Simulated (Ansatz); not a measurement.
Working through a convergence test of the k-point mesh of Lu3TlC, space group Pm-3m

With Ansatz 0.2.0, Python API.

Notebook, run cell by cell (the value of a cell's last expression is shown):

In [1]:
```python
from dataclasses import dataclass
import warnings

import ansatz as az
from tabulate import tabulate


@dataclass(frozen=True)
class Settings:
    functional: str = "PBEsol"
    cutoff_ev: int = 380
    filling: str = "fermi_dirac"
    smearing_width: float = 0.1
    beta: float = 0.5
    tolerance: float = 1e-07
```

In [2]:
```python
settings = Settings()
```

In [3]:
```python
warnings.simplefilter("ignore", az.DeckWarning)
```

In [4]:
```python
cell = (
    az.Lattice.from_parameters(4.746073, 4.746073, 4.746073, alpha=90.0, beta=90.0, gamma=90.0)
    .atom("Lu", [0.5, 0.0, 0.5])
    .atom("Lu", [0.0, 0.5, 0.5])
    .atom("Lu", [0.5, 0.5, 0.0])
    .atom("Tl", [0.0, 0.0, 0.0])
    .atom("C", [0.5, 0.5, 0.5])
)
```

In [5]:
```python
cell.resolved().sites[-1]
```
Out [5]:
```text
Site(symbol='C', position=(0.5, 0.5, 0.5), moment=None, axis=None, held=None, saved=None)
```

In [6]:
```python
base = (
    cell.calculation()
    .functional(settings.functional)
    .basis(settings.cutoff_ev)
    .occupations(settings.filling, width=settings.smearing_width)
    .mixing("anderson", beta=settings.beta)
    .scf(tolerance=settings.tolerance)
    .forces()
    .stress()
)
```

In [7]:
```python
rows = []
for value in [(2, 2, 2), (3, 3, 3), (4, 4, 4), (5, 5, 5), (6, 6, 6)]:
    data = base.kpoints(mesh=value).run(threads=1, backend="cpu").report
    rows.append((value, data["free_energy_ev"] / len(data["lattice"]["sites"]), data["n_iterations"], sum(data["stress_gpa"][i][i] for i in range(3)) / 3, max(abs(f) for row in data["forces_ev_ang"] for f in row), data["n_kpoints"]))
```

In [8]:
```python
print(tabulate(rows, headers=["mesh", "F/atom (eV)", "iterations", "P (GPa)", "max component (eV/A)", "k-points"], floatfmt=".4f", tablefmt="plain"))
```
```text
mesh         F/atom (eV)    iterations    P (GPa)    max component (eV/A)    k-points
(2, 2, 2)    -11075.7667             9    -1.2279                  0.0000           4
(3, 3, 3)    -11075.9100             9    -1.8487                  0.0000           4
(4, 4, 4)    -11075.9122             8    -1.8219                  0.0000          10
(5, 5, 5)    -11075.9158             8    -1.8354                  0.0000          10
(6, 6, 6)    -11075.9166            10    -1.8715                  0.0000          20
```

In [9]:
```python
for row in rows[:-1]:
    shift = 1000 * (row[1] - rows[-1][1])
    print(f"{row[0]}: {shift:+.2f} meV/atom" + ("  (within 1 meV)" if abs(shift) < 1 else ""))
```
```text
(2, 2, 2): +149.93 meV/atom
(3, 3, 3): +6.59 meV/atom
(4, 4, 4): +4.38 meV/atom
(5, 5, 5): +0.77 meV/atom  (within 1 meV)
```

From 5×5×5 on it stays within 1 meV an atom of the value at 6×6×6; the first row (2×2×2) is off by 149.9 meV and the last but one by 0.77 meV. That rests on few rows after larger swings, so the series isn't shown to be converged. This holds for F at a smearing of 0.1 eV; a narrower one needs a denser mesh. The pressure moves from -1.23 to -1.87 GPa.

The cutoff lies under the one recommended for these potentials. Under the recommended cutoff a pressure can be off by several GPa, even in sign. The program warned that this SCF threshold is loose for forces or stresses. Forces vanish by symmetry here and test nothing. Pressure is positive in compression. Spin-orbit coupling, which matters for elements this heavy, is left out. The structure comes from a database of computed cells and needn't be a stable or known phase. Shifts are counted from the finest mesh, which is itself no proven limit. The script silences the warnings on its input, which a real study should read. Finished in 9.3 s on 1 thread of Intel(R) Xeon(R) 6975P-C (Granite Rapids), with other jobs on the host, peak memory 0.5 GiB.
